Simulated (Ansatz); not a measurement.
# GaH₂ (doublet): the correlation ladder at distance Ga1–H2 = 2.204 Å, aug-cc-pVDZ

How much of the correlation energy of GaH₂ (doublet) does each wave-function method recover here?

Program: Ansatz 0.2.0, Gaussian basis. Level of theory: aug-cc-pVDZ, core rule «outside noble gas», up to 14 orbitals frozen. These are calculated values, not measurements.

Plan: UHF; CCSD(T) on ROHF; CCSD(T) on UHF; BCCD(T) on ROHF; CISD; CCSDT(Q) on ROHF; CCSDT(Q) on UHF; CASSCF and MRCISD+Q, 3 electrons in 3 orbitals; CASSCF and NEVPT2, 3 electrons in 3 orbitals; CASSCF and MRCISD+Q, 5 electrons in 6 orbitals; CASSCF and NEVPT2, 5 electrons in 6 orbitals; Full CI.

17 further runs of the same task are left out: 5 for a known fault of the program, 10 that didn't finish, 2 set aside as unsound or not needed.

### 1 The system

The geometry derives from a PBE0/def2-TZVP stationary point (not a proven minimum). One bond is set to the value named and the two fragments are kept rigid. No spin-orbit coupling is included. The filled d shell of Ga may be among the frozen orbitals whatever the setting's name suggests; the logs give the count.

3 atoms, charge 0, spin multiplicity 2.

Atoms are counted from 1 here; the program's logs count them from 0.

Bond lengths: Ga1–H3 1.593 Å.

### 2 UHF

The input, in.yaml:

```yaml
crystal:
  periodic: [false, false, false]
  atoms:
    - {symbol: Ga, position_ang: [0.000000, -0.026489, 0.007447]}
    - {symbol: H, position_ang: [0.000000, 1.067756, -1.905729]}
    - {symbol: H, position_ang: [0.000000, 0.764585, 1.390559]}
basis:
  gaussian: {orbitals: aug-cc-pVDZ}
magnetization: {spin_polarized: true, initial_magnetization: 1}
hamiltonian: {xc: hf}
output: {orbitals: {seedname: orbitals}}
```

Run with:

```
$ ansatz run in.yaml --threads 1 --pin off --events-out ev --progress --plain --max-ram 2393MiB
```

After this run come: CCSD(T) on ROHF; CCSD(T) on UHF; BCCD(T) on ROHF; CISD; CCSDT(Q) on ROHF; CCSDT(Q) on UHF; CASSCF and MRCISD+Q, 3 electrons in 3 orbitals; CASSCF and NEVPT2, 3 electrons in 3 orbitals; CASSCF and MRCISD+Q, 5 electrons in 6 orbitals; CASSCF and NEVPT2, 5 electrons in 6 orbitals; Full CI.

Before running them: what should the planned runs give, taken together? Wanted: FCI below the RHF energy; RMP2 from FCI; UMP2 from FCI; RCCSD from FCI; RCCSD(T) from FCI; UCCSD(T) from FCI; RCCSDT(Q) from FCI; UCCSDT(Q) from FCI; NEVPT2 pair from FCI.

As calculated:

| quantity | value |
| --- | --- |
| FCI below the RHF energy | -2.5053 eV |
| RMP2 from FCI | +74.5 kJ/mol |
| UMP2 from FCI | +76.1 kJ/mol |
| RCCSD from FCI | +7.8 kJ/mol |
| RCCSD(T) from FCI | +2.3 kJ/mol |
| UCCSD(T) from FCI | +1.9 kJ/mol |
| RCCSDT(Q) from FCI | 0.0 kJ/mol |
| UCCSDT(Q) from FCI | -0.4 kJ/mol |
| NEVPT2 pair from FCI | +54.9 kJ/mol |
| MRCISD+Q pair from FCI | -0.9 kJ/mol |
| NEVPT2 valence from FCI | +38.7 kJ/mol |
| levels within 1 kcal/mol (43 meV) | RCCSD(T), UCCSD(T), BCCD(T), RCCSDT, UCCSDT, RCCSDT(Q), UCCSDT(Q), MRCISD+Q pair, MRCISD valence, MRCISD+Q valence |
| T1 diagnostic | 0.045 |
| effectively unpaired electrons | 1.08 |

What this shows: RCCSD(T) misses by +2.3 kJ/mol, 1.0 % of the correlation energy. UCCSDT, UCCSDT(Q), MRCISD+Q pair, MRCISD+Q valence fall below full CI: unrestricted runs freeze a spin-polarised core, another one than full CI's, and coupled cluster isn't variational. The occupations are near whole numbers, but T1 = 0.045 shows that the orbitals relax strongly. Of the multireference levels listed MRCISD+Q valence comes nearest in total energy (-0.4 kJ/mol), which doesn't show that its space is the better one. These misses are within one basis, not against nature; the frozen cores of restricted and unrestricted runs differ, which can shift their rows.
